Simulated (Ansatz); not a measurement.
# CH₃GeNO: one molecule under many settings

Aim: run CH₃GeNO under a spread of inputs, and see what each costs and gives.

Program: Ansatz 0.2.0, Gaussian basis. Level of theory: the settings change from run to run. These are calculated values, not measurements.

## 1. The geometry

The structure was relaxed beforehand with PBE0-D4 in a triple-zeta def2 set.

7 atoms, charge 0, spin multiplicity 1.

Atoms are counted from 1 here; the program's logs count them from 0.

Bond lengths: N1–C2 1.244 Å, N1–H5 1.012 Å, C2–O3 1.307 Å, C2–Ge4 1.936 Å, O3–Ge4 1.917 Å, Ge4–H6 1.531 Å, Ge4–H7 1.531 Å. Angles: C2–N1–H5 113.0°, N1–C2–O3 134.2°, N1–C2–Ge4 156.5°, O3–C2–Ge4 69.4°, C2–O3–Ge4 71.0°, C2–Ge4–O3 39.7°, C2–Ge4–H6 121.6°, C2–Ge4–H7 121.6°, O3–Ge4–H6 107.9°, O3–Ge4–H7 107.9°, H6–Ge4–H7 113.9°.

## 2. wB97X-V/x2c-TZVPPall

Options: charge -1, multiplicity 2, a point charge of 1.00 e beside it.

The input, in.yaml:

```yaml
crystal:
  periodic: [false, false, false]
  atoms:
    - {symbol: N, position_ang: [-0.997730, -1.700466, -0.321931]}
    - {symbol: C, position_ang: [-0.230481, -0.774948, -0.001614]}
    - {symbol: O, position_ang: [0.855390, -0.701493, 0.722932]}
    - {symbol: Ge, position_ang: [0.432385, 1.043602, 0.051267]}
    - {symbol: H, position_ang: [-1.762181, -1.393980, -0.910742]}
    - {symbol: H, position_ang: [0.170063, 1.958713, 1.250839]}
    - {symbol: H, position_ang: [1.593654, 1.500372, -0.836452]}
basis:
  gaussian: {orbitals: x2c-TZVPPall, point_charges: [{charge: 1.00, position_ang: [5.689, 0.151, -0.264]}]}
total_charge: -1
magnetization: {spin_polarized: true, initial_magnetization: 1}
hamiltonian: {xc: {name: wB97X-V}}
output: {forces: true}
```

Run with:

```sh
$ ansatz run in.yaml --threads 2 --pin off --events-out ev --progress --plain --max-ram 4352MiB
```

What it wrote, shortened:

```text
Functional definition: wB97X-V
  name "wB97X-V"
  cite "Mardirossian & Head-Gordon, Phys. Chem. Chem. Phys. 16, 9904 (2014) doi:10.1039/C3CP54374A"
  cite "Becke, J. Chem. Phys. 107, 8554 (1997) doi:10.1063/1.475007"
  cite "Vydrov & Van Voorhis, J. Chem. Phys. 133, 244103 (2010) doi:10.1063/1.3521275"
[...]
      + integral(e_c_pw_opposite_spin*poly(b97_u_opposite, cos0, cos1)) + vv10(b, c)
1080 factors; their error is unknown
225 factors; integrals over basis functions are off by at most 6.0e-6 eV
[...]
mean field -61733.37168916 eV, -2268.6595651945 hartree, gradient 5.5e-5 eV, S^2 0.755694; 0 other end points of the search recorded, 0 dependent functions left out
[...]
reference -61733.37168831 eV, -2268.6595651630 hartree; 29, 28 occupied and 154, 155 virtual orbitals, 1080 factors
Total energy: -61733.37168831 eV, -2268.6595651630 hartree
Relativity: scalar
Atom 0 at    -0.997730    -1.700466    -0.321931 Å, force    -0.369566    -2.043342     0.094766 eV/Å
Atom 1 at    -0.230481    -0.774948    -0.001614 Å, force    -0.599440     1.992750    -0.764729 eV/Å
Atom 2 at     0.855390    -0.701493     0.722932 Å, force     1.847147    -1.880376     1.436145 eV/Å
Atom 3 at     0.432385     1.043602     0.051267 Å, force    -2.115798     2.115418    -1.655696 eV/Å
Atom 4 at    -1.762181    -1.393980    -0.910742 Å, force     0.139990     0.288107     0.056101 eV/Å
Atom 5 at     0.170063     1.958713     1.250839 Å, force     0.542259    -0.218317     0.608472 eV/Å
Atom 6 at     1.593654     1.500372    -0.836452 Å, force     1.068542    -0.265531     0.180518 eV/Å
Dipole moment:    -0.342744     0.418775    -0.107938 e Å
```

Run time: 19 s. Hardware: 2 threads of Arm Neoverse V1, shared host; peak memory 0.69 GiB.

Largest force 3.419 eV/Å, ⟨S²⟩ 0.756.

## 3. wPBEh/pcseg-2

This run has multiplicity 3, density fitting with cc-pVTZ-jkfit.

in.yaml: that of step 2 with these lines changed.

```diff
@@ -11,6 +11,5 @@
 basis:
-  gaussian: {orbitals: x2c-TZVPPall, point_charges: [{charge: 1.00, position_ang: [5.689, 0.151, -0.264]}]}
-total_charge: -1
-magnetization: {spin_polarized: true, initial_magnetization: 1}
-hamiltonian: {xc: {name: wB97X-V}}
+  gaussian: {orbitals: pcseg-2, fitting: {mean_field: cc-pVTZ-jkfit}}
+magnetization: {spin_polarized: true, initial_magnetization: 2}
+hamiltonian: {xc: {name: wPBEh}}
 output: {forces: true}
```

Same command.

What it wrote, shortened:

```text
Functional definition: wPBEh
  name "wPBEh"
  cite "Heyd, Scuseria & Ernzerhof, J. Chem. Phys. 118, 8207 (2003) doi:10.1063/1.1564060"
  cite "Krukau, Vydrov, Izmaylov & Scuseria, J. Chem. Phys. 125, 224106 (2006) doi:10.1063/1.2404663"
  cite "Heyd & Scuseria, J. Chem. Phys. 120, 7274 (2004) doi:10.1063/1.1668634"
  cite "Ernzerhof & Perdew, J. Chem. Phys. 109, 3313 (1998) doi:10.1063/1.476928"
  cite "Perdew, Burke & Ernzerhof, Phys. Rev. Lett. 77, 3865 (1996) doi:10.1103/PhysRevLett.77.3865"
  parent pbe
[...]
534 factors; integrals over basis functions are off by at most 8.0e-1 eV
534 factors; integrals over basis functions are off by at most 1.9e-7 eV
[...]
mean field -61127.20060558 eV, -2246.3831887505 hartree, gradient 3.7e-5 eV, S^2 2.006817; 0 other end points of the search recorded, 0 dependent functions left out
[...]
reference -61127.20065873 eV, -2246.3831907035 hartree; 29, 27 occupied and 146, 148 virtual orbitals, 534 factors
Total energy: -61127.20065873 eV, -2246.3831907035 hartree
Atom 0 at    -0.997730    -1.700466    -0.321931 Å, force    -0.120235     0.871015    -0.273333 eV/Å
Atom 1 at    -0.230481    -0.774948    -0.001614 Å, force     0.323483    -4.012574     1.101369 eV/Å
Atom 2 at     0.855390    -0.701493     0.722932 Å, force    -0.418038    -0.540063    -0.166326 eV/Å
Atom 3 at     0.432385     1.043602     0.051267 Å, force    -0.013313     4.935424    -1.092826 eV/Å
Atom 4 at    -1.762181    -1.393980    -0.910742 Å, force    -0.282266    -0.335527    -0.118720 eV/Å
Atom 5 at     0.170063     1.958713     1.250839 Å, force     0.118704    -0.415206     0.475062 eV/Å
Atom 6 at     1.593654     1.500372    -0.836452 Å, force     0.391664    -0.503070     0.074774 eV/Å
Dipole moment:    -0.236393     0.114687    -0.186419 e Å
```

Wall time 7.5 s (2 threads of Arm Neoverse V1, shared host); peak memory 0.49 GiB.

Largest force 5.055 eV/Å, dipole 1.55 D, ⟨S²⟩ 2.007.

## 4. MP2/cc-pVDZ

This run has charge +1, multiplicity 2, atoms shaken by 0.15 Å, correlated electrons set to outside_noble_gas, high accuracy.

The input, in.yaml:

```yaml
crystal:
  periodic: [false, false, false]
  atoms:
    - {symbol: N, position_ang: [-0.701452, -1.819246, -0.296625]}
    - {symbol: C, position_ang: [-0.570822, -0.492278, -0.295626]}
    - {symbol: O, position_ang: [0.972519, -0.593646, 0.702374]}
    - {symbol: Ge, position_ang: [0.330381, 1.109286, 0.100463]}
    - {symbol: H, position_ang: [-1.861859, -1.405355, -0.899817]}
    - {symbol: H, position_ang: [0.251295, 1.731467, 1.296964]}
    - {symbol: H, position_ang: [1.476557, 1.496098, -0.970442]}
basis:
  gaussian: {orbitals: cc-pVDZ}
total_charge: 1
magnetization: {spin_polarized: true, initial_magnetization: 1}
hamiltonian: {xc: {name: HF}}
correlation: {method: mp2, electrons: outside_noble_gas}
accuracy: high
```

The command is unchanged.

What it wrote, shortened:

```text
Functional definition: HF
  name "HF"
  cite "Fock, Z. Phys. 61, 126 (1930) doi:10.1007/BF01340294"
  parent pbe
[...]
1924 factors; integrals over basis functions are off by at most 4.6e-9 eV
[...]
mean field -61055.33362765 eV, -2243.7421260246 hartree, gradient 2.7e-8 eV, S^2 1.192328; 7 other end points of the search recorded, 0 dependent functions left out
17 core orbitals not correlated: weight in the atoms' cores, before any rotation towards them, 0.996 or more for the frozen orbitals, at most 0.004 for the correlated occupied ones
reference -61055.33362765 eV, -2243.7421260246 hartree; 11, 10 occupied and 56, 57 virtual orbitals, 1924 factors
second order -13.75024130 eV of doubles, -0.00000000 eV of singles
Total energy: -61069.08386895 eV, -2244.2474380721 hartree
```

Run time: 13 s. Hardware: 2 threads of Arm Neoverse V1, shared host; peak memory 0.51 GiB.

⟨S²⟩ 1.192. The spin excess of 0.44 shows a contaminated determinant.

## 5. revPBE0/cc-pVDZ

The input, in.yaml:

```yaml
crystal:
  periodic: [false, false, false]
  atoms:
    - {symbol: N, position_ang: [-0.997730, -1.700466, -0.321931]}
    - {symbol: C, position_ang: [-0.230481, -0.774948, -0.001614]}
    - {symbol: O, position_ang: [0.855390, -0.701493, 0.722932]}
    - {symbol: Ge, position_ang: [0.432385, 1.043602, 0.051267]}
    - {symbol: H, position_ang: [-1.762181, -1.393980, -0.910742]}
    - {symbol: H, position_ang: [0.170063, 1.958713, 1.250839]}
    - {symbol: H, position_ang: [1.593654, 1.500372, -0.836452]}
basis:
  gaussian: {orbitals: cc-pVDZ}
hamiltonian: {xc: {name: revPBE0}}
output: {forces: true}
```

Launched as before.

What it wrote, shortened:

```text
Functional definition: revPBE0
  name "revPBE0"
  cite "Zhang & Yang, Phys. Rev. Lett. 80, 890 (1998) doi:10.1103/PhysRevLett.80.890"
  cite "Adamo & Barone, J. Chem. Phys. 110, 6158 (1999) doi:10.1063/1.478522"
  cite "Perdew, Burke & Ernzerhof, Phys. Rev. Lett. 77, 3865 (1996) doi:10.1103/PhysRevLett.77.3865"
[...]
852 factors; integrals over basis functions are off by at most 1.0e-3 eV
[...]
mean field -61132.61545892 eV, -2246.5821809405 hartree, gradient 1.3e-5 eV, S^2 0.000000; 0 other end points of the search recorded, 0 dependent functions left out
[...]
reference -61132.61548789 eV, -2246.5821820049 hartree; 28, 28 occupied and 56, 56 virtual orbitals, 852 factors
Total energy: -61132.61548789 eV, -2246.5821820049 hartree
Atom 0 at    -0.997730    -1.700466    -0.321931 Å, force    -0.214537    -0.726372     0.013177 eV/Å
Atom 1 at    -0.230481    -0.774948    -0.001614 Å, force     0.023855     0.268499    -0.043169 eV/Å
Atom 2 at     0.855390    -0.701493     0.722932 Å, force     0.435906    -0.402094     0.385860 eV/Å
Atom 3 at     0.432385     1.043602     0.051267 Å, force    -0.130401     0.602635    -0.221335 eV/Å
Atom 4 at    -1.762181    -1.393980    -0.910742 Å, force    -0.220946     0.155233    -0.184613 eV/Å
Atom 5 at     0.170063     1.958713     1.250839 Å, force     0.006427     0.066034     0.093388 eV/Å
Atom 6 at     1.593654     1.500372    -0.836452 Å, force     0.099696     0.036065    -0.043308 eV/Å
Dipole moment:    -0.127622     0.719547    -0.245009 e Å
```

Wall time 2.1 s (2 threads of Arm Neoverse V1, shared host).

Largest force 0.758 eV/Å, dipole 3.70 D.

## 6. B97/def2-TZVPP

Set apart from the defaults: multiplicity 3, high accuracy.

in.yaml: that of step 5 with these lines changed.

```diff
@@ -11,4 +11,6 @@
 basis:
-  gaussian: {orbitals: cc-pVDZ}
-hamiltonian: {xc: {name: revPBE0}}
+  gaussian: {orbitals: def2-TZVPP}
+magnetization: {spin_polarized: true, initial_magnetization: 2}
+hamiltonian: {xc: {name: B97}}
+accuracy: high
 output: {forces: true}
```

Launched as before.

What it wrote, shortened:

```text
Functional definition: B97
  name "B97"
  cite "Becke, J. Chem. Phys. 107, 8554 (1997) doi:10.1063/1.475007"
[...]
      + integral(e_c_pw_opposite_spin*poly(b97_u_opposite, cos0, cos1, cos2))
3116 factors; integrals over basis functions are off by at most 4.7e-9 eV
[...]
mean field -61133.94014711 eV, -2246.6308623335 hartree, gradient 4.2e-8 eV, S^2 2.005764; 2 other end points of the search recorded, 0 dependent functions left out
[...]
reference -61133.94014974 eV, -2246.6308624301 hartree; 29, 27 occupied and 154, 156 virtual orbitals, 3116 factors
Total energy: -61133.94014974 eV, -2246.6308624301 hartree
Atom 0 at    -0.997730    -1.700466    -0.321931 Å, force    -0.361435     0.361372    -0.326060 eV/Å
Atom 1 at    -0.230481    -0.774948    -0.001614 Å, force     0.291979    -3.713560     1.014364 eV/Å
Atom 2 at     0.855390    -0.701493     0.722932 Å, force    -0.070775    -0.661071     0.097083 eV/Å
Atom 3 at     0.432385     1.043602     0.051267 Å, force    -0.156399     5.137321    -1.234739 eV/Å
Atom 4 at    -1.762181    -1.393980    -0.910742 Å, force    -0.375109    -0.302392    -0.189331 eV/Å
Atom 5 at     0.170063     1.958713     1.250839 Å, force     0.146377    -0.349834     0.597209 eV/Å
Atom 6 at     1.593654     1.500372    -0.836452 Å, force     0.525362    -0.471836     0.041474 eV/Å
Dipole moment:    -0.219675     0.100386    -0.171877 e Å
```

Run time: 65 s. Hardware: 2 threads of Arm Neoverse V1, shared host; peak memory 1.5 GiB.

Largest force 5.286 eV/Å, dipole 1.42 D, ⟨S²⟩ 2.006.

## 7. RPA/aug-cc-pVTZ

This run has unrestricted orbitals, a grid of angular degree 23, correlated electrons set to outside_noble_gas.

in.yaml: that of step 6 with these lines changed.

```diff
@@ -11,6 +11,5 @@
 basis:
-  gaussian: {orbitals: def2-TZVPP}
-magnetization: {spin_polarized: true, initial_magnetization: 2}
-hamiltonian: {xc: {name: B97}}
-accuracy: high
-output: {forces: true}
+  gaussian: {orbitals: aug-cc-pVTZ, final_grid: {core_spheres: 8, valence_spheres: 7, degree: 23}}
+magnetization: {spin_polarized: true, initial_magnetization: 0}
+hamiltonian: {xc: {name: HF}}
+correlation: {method: rpa, electrons: outside_noble_gas}
```

The command is unchanged.

What it wrote:

```text
Functional definition: HF
  name "HF"
  cite "Fock, Z. Phys. 61, 126 (1930) doi:10.1007/BF01340294"
  parent pbe
  exchange = exact_x
  correlation = 0
1574 factors; integrals over basis functions are off by at most 9.2e-4 eV
mean field evaluation 1: about -61066.6932 eV, gradient 3.2e1 eV
mean field evaluation 2: about -61066.6958 eV, gradient 3.2e1 eV
mean field evaluation 4: about -61071.1469 eV, gradient 3.1e0 eV
mean field evaluation 8: about -61071.2228 eV, gradient 1.9e-1 eV
mean field evaluation 16: about -61071.2137 eV, gradient 2.8e-1 eV
mean field -61071.22355044 eV, -2244.3260699167 hartree, gradient 2.9e-6 eV, S^2 0.000000; 4 other end points of the search recorded, 0 dependent functions left out
17 core orbitals not correlated: weight in the atoms' cores, before any rotation towards them, 0.992 or more for the frozen orbitals, at most 0.009 for the correlated occupied ones
reference -61071.22355044 eV, -2244.3260699167 hartree; 11, 11 occupied and 238, 238 virtual orbitals, 1574 factors
Total energy: -61093.95455445 eV, -2245.1614189064 hartree
```

It took 29 s on 2 threads of Arm Neoverse V1, shared host; peak memory 0.9 GiB.

⟨S²⟩ 0.000.

## 8. B3LYP5/aug-cc-pVTZ

in.yaml: that of step 7 with these lines changed.

```diff
@@ -11,5 +11,3 @@
 basis:
-  gaussian: {orbitals: aug-cc-pVTZ, final_grid: {core_spheres: 8, valence_spheres: 7, degree: 23}}
-magnetization: {spin_polarized: true, initial_magnetization: 0}
-hamiltonian: {xc: {name: HF}}
-correlation: {method: rpa, electrons: outside_noble_gas}
+  gaussian: {orbitals: aug-cc-pVTZ}
+hamiltonian: {xc: {name: B3LYP5}}
```

Launched as before.

What it wrote, shortened:

```text
Functional definition: B3LYP5
  name "B3LYP5"
  cite "Stephens, Devlin, Chabalowski & Frisch, J. Phys. Chem. 98, 11623 (1994) doi:10.1021/j100096a001"
  cite "Becke, Phys. Rev. A 38, 3098 (1988) doi:10.1103/PhysRevA.38.3098"
  cite "Lee, Yang & Parr, Phys. Rev. B 37, 785 (1988) doi:10.1103/PhysRevB.37.785"
  cite "Vosko, Wilk & Nusair, Can. J. Phys. 58, 1200 (1980) doi:10.1139/p80-159"
[...]
1305 factors; their error is unknown
[...]
mean field -61137.78300872 eV, -2246.7720848926 hartree, gradient 3.7e-5 eV, S^2 0.000000; 0 other end points of the search recorded, 0 dependent functions left out
reference -61137.78328502 eV, -2246.7720950465 hartree; 28, 28 occupied and 238, 238 virtual orbitals, 1305 factors
Total energy: -61137.78328502 eV, -2246.7720950465 hartree
```

Run time: 7 s. Hardware: 2 threads of Arm Neoverse V1, shared host; peak memory 0.56 GiB.

## 9. B3LYP5/6-31G

Set apart from the defaults: atoms shaken by 0.03 Å.

The input, in.yaml:

```yaml
crystal:
  periodic: [false, false, false]
  atoms:
    - {symbol: N, position_ang: [-0.961058, -1.676541, -0.323662]}
    - {symbol: C, position_ang: [-0.218587, -0.712190, 0.008681]}
    - {symbol: O, position_ang: [0.846963, -0.647974, 0.718720]}
    - {symbol: Ge, position_ang: [0.400367, 1.075464, 0.035500]}
    - {symbol: H, position_ang: [-1.766564, -1.433076, -0.894347]}
    - {symbol: H, position_ang: [0.160052, 1.942885, 1.238374]}
    - {symbol: H, position_ang: [1.625172, 1.442252, -0.832321]}
basis:
  gaussian: {orbitals: 6-31G}
hamiltonian: {xc: {name: B3LYP5}}
```

The command is unchanged.

What it wrote, shortened:

```text
Functional definition: B3LYP5
  name "B3LYP5"
  cite "Stephens, Devlin, Chabalowski & Frisch, J. Phys. Chem. 98, 11623 (1994) doi:10.1021/j100096a001"
  cite "Becke, Phys. Rev. A 38, 3098 (1988) doi:10.1103/PhysRevA.38.3098"
  cite "Lee, Yang & Parr, Phys. Rev. B 37, 785 (1988) doi:10.1103/PhysRevB.37.785"
  cite "Vosko, Wilk & Nusair, Can. J. Phys. 58, 1200 (1980) doi:10.1139/p80-159"
[...]
680 factors; integrals over basis functions are off by at most 4.5e-4 eV
[...]
mean field -61122.96627258 eV, -2246.2275798829 hartree, gradient 2.4e-5 eV, S^2 0.000000; 0 other end points of the search recorded, 0 dependent functions left out
reference -61122.96649130 eV, -2246.2275879205 hartree; 28, 28 occupied and 34, 34 virtual orbitals, 680 factors
Total energy: -61122.96649130 eV, -2246.2275879205 hartree
```

Wall time 1.2 s (2 threads of Arm Neoverse V1, shared host).

## 10. B2PLYP/cc-pVDZ

This run has atoms shaken by 0.08 Å, finite nuclei.

The input, in.yaml:

```yaml
crystal:
  periodic: [false, false, false]
  atoms:
    - {symbol: N, position_ang: [-0.981065, -1.715970, -0.372322]}
    - {symbol: C, position_ang: [-0.294665, -0.776223, -0.000788]}
    - {symbol: O, position_ang: [0.885064, -0.629686, 0.626097]}
    - {symbol: Ge, position_ang: [0.361556, 1.064695, -0.099877]}
    - {symbol: H, position_ang: [-1.847797, -1.490529, -1.027153]}
    - {symbol: H, position_ang: [0.152615, 1.932623, 1.132553]}
    - {symbol: H, position_ang: [1.611836, 1.520748, -0.898107]}
basis:
  gaussian: {orbitals: cc-pVDZ, nuclear_model: gaussian}
hamiltonian: {xc: {name: B2PLYP}}
output: {forces: true}
```

Same command.

What it wrote, shortened:

```text
Functional definition: B2PLYP
  name "B2PLYP"
  cite "Grimme, J. Chem. Phys. 124, 034108 (2006) doi:10.1063/1.2148954"
  cite "Becke, Phys. Rev. A 38, 3098 (1988) doi:10.1103/PhysRevA.38.3098"
  cite "Lee, Yang & Parr, Phys. Rev. B 37, 785 (1988) doi:10.1103/PhysRevB.37.785"
[...]
854 factors; integrals over basis functions are off by at most 8.9e-4 eV
[...]
mean field -61117.06473183 eV, -2246.0107022604 hartree, gradient 9.9e-6 eV, S^2 0.000000; 0 other end points of the search recorded, 0 dependent functions left out
12 core orbitals not correlated: weight in the atoms' cores, before any rotation towards them, 1.000 or more for the frozen orbitals, at most 0.000 for the correlated occupied ones
reference -61117.06487676 eV, -2246.0107075866 hartree; 16, 16 occupied and 56, 56 virtual orbitals, 854 factors
second order -20.77049075 eV of doubles, -0.00000000 eV of singles
[...]
Total energy: -61122.67290927 eV, -2246.2167989799 hartree
Atom 0 at    -0.981065    -1.715970    -0.372322 Å, force    -3.736717    -1.850512    -2.147947 eV/Å
Atom 1 at    -0.294665    -0.776223    -0.000788 Å, force     2.465243     1.860788     0.146738 eV/Å
Atom 2 at     0.885064    -0.629686     0.626097 Å, force    -1.069901    -0.967665     0.109776 eV/Å
Atom 3 at     0.361556     1.064695    -0.099877 Å, force     0.312438     0.973393    -0.175848 eV/Å
Atom 4 at    -1.847797    -1.490529    -1.027153 Å, force     2.404100    -0.304477     1.943480 eV/Å
Atom 5 at     0.152615     1.932623     1.132553 Å, force    -0.053660     0.316182     0.177604 eV/Å
Atom 6 at     1.611836     1.520748    -0.898107 Å, force    -0.321503    -0.027709    -0.053803 eV/Å
Dipole moment:    -0.267046     0.536218    -0.311204 e Å
```

It took 5 s on 2 threads of Arm Neoverse V1, shared host.

Largest force 4.691 eV/Å, dipole 3.24 D.

## 11. The runs in one table

```tsv
level	charge	multiplicity	geometry	functions	energy (eV)	time
wB97X-V/x2c-TZVPPall	-1	2	relaxed, point charge	183	-61733.372	19 s
wPBEh/pcseg-2	0	3	relaxed	175	-61127.201	7.5 s
MP2/cc-pVDZ	1	2	shaken	84	-61069.084	13 s
revPBE0/cc-pVDZ	0	1	relaxed	84	-61132.615	2.1 s
B97/def2-TZVPP	0	3	relaxed	183	-61133.940	65 s
RPA/aug-cc-pVTZ	0	1	relaxed	266	-61093.955	29 s
B3LYP5/aug-cc-pVTZ	0	1	relaxed	266	-61137.783	7 s
B3LYP5/6-31G	0	1	shaken	62	-61122.966	1.2 s
B2PLYP/cc-pVDZ	0	1	shaken	84	-61122.673	5 s
```

## 12. What came out

| quantity | value |
| --- | --- |
| runs | 9 |
| quickest | B3LYP5/6-31G, 1.2 s |
| slowest | B97/def2-TZVPP, 65 s |
| spread of total energies, same state and geometry | 43.8 eV |

**Reading.** B97/def2-TZVPP took 54 times as long as B3LYP5/6-31G. The jobs differ in tasks and options as well as level. Total energies at one charge and spin differ by 44 eV between levels, so only differences within one level mean anything. At the PBE0-D4/def2-TZVP geometry and in the same state, runs without warnings or point charges leave forces up to 0.76 eV/Å (revPBE0/cc-pVDZ), against 4.7 eV/Å where the atoms were moved.
